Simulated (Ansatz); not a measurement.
# BH₇SeSi₂: how energies converge with the basis set

How large a basis does BH₇SeSi₂ need? Two functionals are run in growing sets.

The runs use Ansatz 0.2.0, Gaussian basis; one geometry, several basis sets.

Plan: PBE0-D4/def2-SVP; ωB97M-V/def2-SVP; PBE0-D4/def2-QZVPP; ωB97M-V/def2-QZVPP; the functionals' def2-TZVPP values are taken from earlier runs.

## Step 1: Structure used throughout

All runs share one geometry, relaxed beforehand with PBE0-D4 in a triple-zeta def2 set.

SMILES `B[Se][SiH2][SiH3]`, 11 atoms, charge 0, spin multiplicity 1.

Atoms are counted from 1 here; the program's logs count them from 0.

Bond lengths: B1–Se2 1.908 Å, B1–H5 1.192 Å, B1–H6 1.191 Å, Se2–Si3 2.304 Å, Si3–Si4 2.336 Å, Si3–H7 1.487 Å, Si3–H8 1.486 Å, Si4–H9 1.486 Å, Si4–H10 1.487 Å, Si4–H11 1.488 Å. Angles: Se2–B1–H5 121.1°, Se2–B1–H6 116.5°, H5–B1–H6 122.4°, B1–Se2–Si3 98.0°, Se2–Si3–Si4 109.0°, Se2–Si3–H7 106.3°, Se2–Si3–H8 109.0°, Si4–Si3–H7 111.2°, Si4–Si3–H8 112.3°, H7–Si3–H8 108.8°, Si3–Si4–H9 109.3°, Si3–Si4–H10 108.8°, Si3–Si4–H11 111.1°, H9–Si4–H10 109.2°, H9–Si4–H11 109.2°, H10–Si4–H11 109.2°.

## Step 2: PBE0-D4 in def2-SVP

The input, in.yaml:

```yaml
crystal:
  periodic: [false, false, false]
  atoms:
    - {symbol: B, position_ang: [-0.712155, 2.045196, 0.957584]}
    - {symbol: Se, position_ang: [1.084382, 1.434216, 1.151854]}
    - {symbol: Si, position_ang: [0.707400, -0.802294, 0.746233]}
    - {symbol: Si, position_ang: [0.053188, -1.073069, -1.479872]}
    - {symbol: H, position_ang: [-1.596283, 1.286935, 0.702803]}
    - {symbol: H, position_ang: [-0.896317, 3.212415, 1.107830]}
    - {symbol: H, position_ang: [1.993962, -1.497054, 1.016526]}
    - {symbol: H, position_ang: [-0.316893, -1.300971, 1.700088]}
    - {symbol: H, position_ang: [-1.166084, -0.262810, -1.735738]}
    - {symbol: H, position_ang: [1.150027, -0.598271, -2.363767]}
    - {symbol: H, position_ang: [-0.235728, -2.501194, -1.782940]}
basis:
  gaussian: {orbitals: def2-SVP}
hamiltonian: {xc: pbe0, dispersion: d4}
output: {orbitals: {seedname: orbitals}}
```

Launch:

```sh
> ansatz run in.yaml --threads 4 --pin off --events-out ev --progress --plain --max-ram 10444MiB
```

Further steps of the session: ωB97M-V in def2-SVP; PBE0-D4 in def2-QZVPP; ωB97M-V in def2-QZVPP.

**Question.** What will the summary of the whole plan be? Wanted: PBE0-D4: double and triple zeta above quadruple; ωB97M-V: double and triple zeta above quadruple.

**Answer**, as computed:

| quantity | value |
| --- | --- |
| PBE0-D4: double and triple zeta above quadruple | 16.26, 1.95 eV |
| ωB97M-V: double and triple zeta above quadruple | 16.30, 1.87 eV |

For PBE0-D4 the step from double to triple zeta gains 14.31 eV and the next only 1.95 eV. These are total energies; as a rule much of such shifts cancels in differences, which this series doesn't test.
